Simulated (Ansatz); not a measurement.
# WH3+ (triplet): trial inputs and their diagnosis

4 inputs are run for WH3+ (triplet) as typed; the log has to tell whether the result can be used and what must change.

Method: the settings change from run to run; program: Ansatz 0.2.0, Gaussian basis.

29 further runs of the same task are left out: 3 for a known fault of the program, 12 that didn't finish, 14 set aside as unsound or not needed.

## (1) What is computed

The geometry is a PBE0/def2-TZVP stationary point (not a proven minimum) of the parent state, kept for this charge and spin. No spin-orbit coupling is included. Elements past krypton take def2 core potentials.

4 atoms, charge 1, spin multiplicity 3.

Atoms are counted from 1 here; the program's logs count them from 0.

Bond lengths: W1–H2 1.710 Å, W1–H3 1.710 Å, W1–H4 1.710 Å. Angles: H2–W1–H3 112.3°, H2–W1–H4 112.3°, H3–W1–H4 112.3°.

As a file:

```xyz
4

W     0.0000    0.0000   -0.0078
H     1.6389    0.0142    0.4811
H    -0.8344    1.4116    0.4785
H    -0.8079   -1.4291    0.4721
```

## (2) Input 1

in.yaml

```yaml
crystal:
  periodic: [false, false, false]
  atoms:
    - {symbol: W, position_ang: [0.000018, 0.000018, -0.007849]}
    - {symbol: H, position_ang: [1.638941, 0.014192, 0.481052]}
    - {symbol: H, position_ang: [-0.834382, 1.411605, 0.478453]}
    - {symbol: H, position_ang: [-0.807904, -1.429056, 0.472050]}
basis:
  gaussian: {orbitals: def2-TZVPP}
total_charge: 1
magnetization: {spin_polarized: false, initial_magnetization: 2}
correlation: {method: ccsdtq, electrons: all, diis_vectors: 2}
scf: {lower_state_search: off}
```

The run is started by

```
$ ansatz run in.yaml --threads 1 --pin off --events-out ev --progress --plain --max-ram 2393MiB
```

Standard output:

```text
Functional definition: HF
  name "HF"
  cite "Fock, Z. Phys. 61, 126 (1930) doi:10.1007/BF01340294"
  parent pbe
  exchange = exact_x
  correlation = 0
these checks for a lower state are left out or cut short: stability, starts, cluster_reference, orbital_swaps, neighbouring_geometries, increment
1272 factors; integrals over basis functions are off by at most 1.7e-7 eV
mean field evaluation 1: about -1842.3660 eV, gradient 1.5e1 eV
mean field evaluation 2: about -1842.3630 eV, gradient 1.5e1 eV
mean field evaluation 4: about -1843.4465 eV, gradient 2.2e0 eV
mean field evaluation 8: about -1843.4891 eV, gradient 2.6e-1 eV
mean field evaluation 16: about -1843.4905 eV, gradient 2.6e-6 eV
mean field -1843.49045024 eV, -67.7470244836 hartree, gradient 2.3e-6 eV, S^2 2.000000; 0 other end points of the search recorded, 0 dependent functions left out
reference -1843.49045024 eV, -67.7470244836 hartree; 9, 7 occupied and 89, 91 virtual orbitals, 1272 factors
Error: with its amplitudes the run needs 182.20 GiB of memory by its plan, which may be too low or too high, and 2.33 GiB are given
refused for memory
```

It took 4.2 s on 1 thread of Intel Xeon at 2.50GHz, shared host.

What is wrong: The run was refused for memory. The method is too large for the memory allowed. Cure: freeze cores, shrink the basis or take a lower level.

## (3) Input 2

in.yaml

```yaml
crystal:
  periodic: [false, false, false]
  atoms:
    - {symbol: W, position_ang: [0.000018, 0.000018, -0.007849]}
    - {symbol: H, position_ang: [1.638941, 0.014192, 0.481052]}
    - {symbol: H, position_ang: [-0.834382, 1.411605, 0.478453]}
    - {symbol: H, position_ang: [-0.807904, -1.429056, 0.472050]}
basis:
  gaussian: {orbitals: def2-SVP}
total_charge: 1
magnetization: {spin_polarized: false, initial_magnetization: 2}
correlation: {method: ccsd_t, frozen_orbitals: {W: 20}}
```

Launched as before.

Standard output:

```text
Functional definition: HF
  name "HF"
  cite "Fock, Z. Phys. 61, 126 (1930) doi:10.1007/BF01340294"
  parent pbe
  exchange = exact_x
  correlation = 0
Error: "frozen_orbitals" has no count for H
```

Wall time 0.09 s (1 thread of Intel Xeon at 2.50GHz, shared host).

**Diagnosis.** The run was refused. The frozen-orbital counts are incomplete or too large. To mend it, leave frozen_orbitals out, or give each element a count that its core has.

## (4) Input 3

in.yaml

```yaml
crystal:
  periodic: [false, false, false]
  atoms:
    - {symbol: W, position_ang: [0.000018, 0.000018, -0.007849]}
    - {symbol: H, position_ang: [1.638941, 0.014192, 0.481052]}
    - {symbol: H, position_ang: [-0.834382, 1.411605, 0.478453]}
    - {symbol: H, position_ang: [-0.807904, -1.429056, 0.472050]}
basis:
  gaussian: {orbitals: def2-SVP}
total_charge: 1
magnetization: {spin_polarized: false, initial_magnetization: 2}
correlation: {active_space: {ras: {orbitals: [7, 2, 38], electrons: 16, max_holes: 2, max_particles: 2}, fixed_orbitals: true}}
scf: {lower_state_search: off}
multiplicity: 3
```

Launched as before.

Standard output:

```text
Error: YAML parse error: error: line 14 column 1: unknown field `multiplicity`, expected one of crystal, accuracy, basis, kpoints, hamiltonian, magnetization, projection, total_charge, correlation, batch, efield, external_charges, scf, relax, neb, saddle, md, ramp, phonons, dielectric, real_time, elastic, magnetic_configurations, gw, evaluate, workflow, output, checkpoint, execution
  --> <input>:14:1
   |
12 | correlation: {active_space: {ras: {orbitals: [7, 2, 38], electron…
13 | scf: {lower_state_search: off}
14 | multiplicity: 3
   | ^ unknown field `multiplicity`, expected one of crystal, accuracy, basis, kpoints, hamiltonian, magnetization, projection, total_charge, correlation, batch, efield, external_charges, scf, relax, neb, saddle, md, ramp, phonons, dielectric, real_time, elastic, magnetic_configurations, gw, evaluate, workflow, output, checkpoint, execution
```

Wall time 0.03 s (1 thread of Intel Xeon at 2.50GHz, shared host).

What is wrong: The run was refused. The input holds a key that the program doesn't read here. Cure: remove it or spell it as the reference does.

## (5) Input 4

in.yaml

```yaml
crystal:
  periodic: [false, false, false]
  atoms:
    - {symbol: W, position_ang: [0.000018, 0.000018, -0.007849]}
    - {symbol: H, position_ang: [1.638941, 0.014192, 0.481052]}
    - {symbol: H, position_ang: [-0.834382, 1.411605, 0.478453]}
    - {symbol: H, position_ang: [-0.807904, -1.429056, 0.472050]}
basis:
  gaussian: {orbitals: def2-SVP}
total_charge: 1
magnetization: {spin_polarized: false, initial_magnetization: 2}
hamiltonian: {xc: hf}
charge: 1
output: {forces: true, orbitals: {seedname: orbitals}}
```

The command is unchanged.

Standard output:

```text
Error: YAML parse error: error: line 13 column 1: unknown field `charge`, expected one of crystal, accuracy, basis, kpoints, hamiltonian, magnetization, projection, total_charge, correlation, batch, efield, external_charges, scf, relax, neb, saddle, md, ramp, phonons, dielectric, real_time, elastic, magnetic_configurations, gw, evaluate, workflow, output, checkpoint, execution
  --> <input>:13:1
   |
11 | magnetization: {spin_polarized: false, initial_magnetization: 2}
12 | hamiltonian: {xc: hf}
13 | charge: 1
   | ^ unknown field `charge`, expected one of crystal, accuracy, basis, kpoints, hamiltonian, magnetization, projection, total_charge, correlation, batch, efield, external_charges, scf, relax, neb, saddle, md, ramp, phonons, dielectric, real_time, elastic, magnetic_configurations, gw, evaluate, workflow, output, checkpoint, execution
14 | output: {forces: true, orbitals: {seedname: orbitals}}
   |
```

Wall time 0.03 s (1 thread of Intel Xeon at 2.50GHz, shared host).

Diagnosis: The run was refused. The input holds a key that the program doesn't read here. To mend it, remove it or spell it as the reference does.

## (6) Summary

```csv
input,level,ended,cause,time
1,CCSDTQ on ROHF/def2-TZVPP,out of memory,the method is too large for the memory allowed,4.2 s
2,CCSD(T) on ROHF/def2-SVP,refused,the frozen-orbital counts are incomplete or too large,0.09 s
3,CISD/def2-SVP,refused,the input holds a key that the program doesn't read here,0.03 s
4,HF/def2-SVP,refused,the input holds a key that the program doesn't read here,0.03 s
```

1 out of memory, 3 refused.
